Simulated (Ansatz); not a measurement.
# BClH2OS: how energies converge with the basis set

The task here is to estimate one member of a computed series from the others.

Method: one geometry, several basis sets; program: Ansatz 0.2.0, Gaussian basis.

The runs, in order: PBE0-D4/def2-SVP; ωB97M-V/def2-SVP; PBE0-D4/def2-QZVPP; ωB97M-V/def2-QZVPP; the functionals' def2-TZVPP values are taken from earlier runs.

### Structure used throughout

All runs share one geometry, relaxed beforehand with PBE0-D4 in a triple-zeta def2 set.

SMILES `OB(S)Cl`, 6 atoms, charge 0, spin multiplicity 1.

Atoms are counted from 1 here; the program's logs count them from 0.

Bond lengths: O1–B2 1.348 Å, O1–H5 0.962 Å, B2–S3 1.800 Å, B2–Cl4 1.770 Å, S3–H6 1.344 Å. Angles: B2–O1–H5 113.2°, O1–B2–S3 121.5°, O1–B2–Cl4 120.9°, S3–B2–Cl4 117.6°, B2–S3–H6 94.9°.

The first run:

File in.yaml:

```yaml
crystal:
  periodic: [false, false, false]
  atoms:
    - {symbol: O, position_ang: [0.301696, 0.907971, -0.627170]}
    - {symbol: B, position_ang: [-0.232326, -0.218356, -0.112874]}
    - {symbol: S, position_ang: [0.333033, -0.896085, 1.455754]}
    - {symbol: Cl, position_ang: [-1.520680, -1.083975, -0.964343]}
    - {symbol: H, position_ang: [-0.088318, 1.162562, -1.468680]}
    - {symbol: H, position_ang: [1.248594, 0.063884, 1.671212]}
basis:
  gaussian: {orbitals: def2-SVP}
hamiltonian: {xc: pbe0, dispersion: d4}
output: {orbitals: {seedname: orbitals}}
```

Steps of the session up to this table: PBE0-D4 in def2-SVP; ωB97M-V in def2-SVP; PBE0-D4 in def2-QZVPP; ωB97M-V in def2-QZVPP.

One table of the session follows, with a row left open; its other results are not shown here.

It belongs to the step «Functionals by basis». 

```
functional       basis  HOMO (eV)  LUMO (eV)
   PBE0-D4    def2-SVP      -7.74       0.36
   PBE0-D4  def2-TZVPP      -7.93      -0.06
   PBE0-D4  def2-QZVPP      -7.97      -0.17
   ωB97M-V    def2-SVP          ?          ?
   ωB97M-V  def2-TZVPP     -10.10       2.04
   ωB97M-V  def2-QZVPP     -10.15       1.48
```

Estimate the missing values for ωB97M-V, def2-SVP.

As computed: HOMO (eV): -9.87; LUMO (eV): 2.54. In the column «HOMO (eV)» it lies between ωB97M-V, def2-TZVPP (-10.10) and PBE0-D4, def2-QZVPP (-7.97).
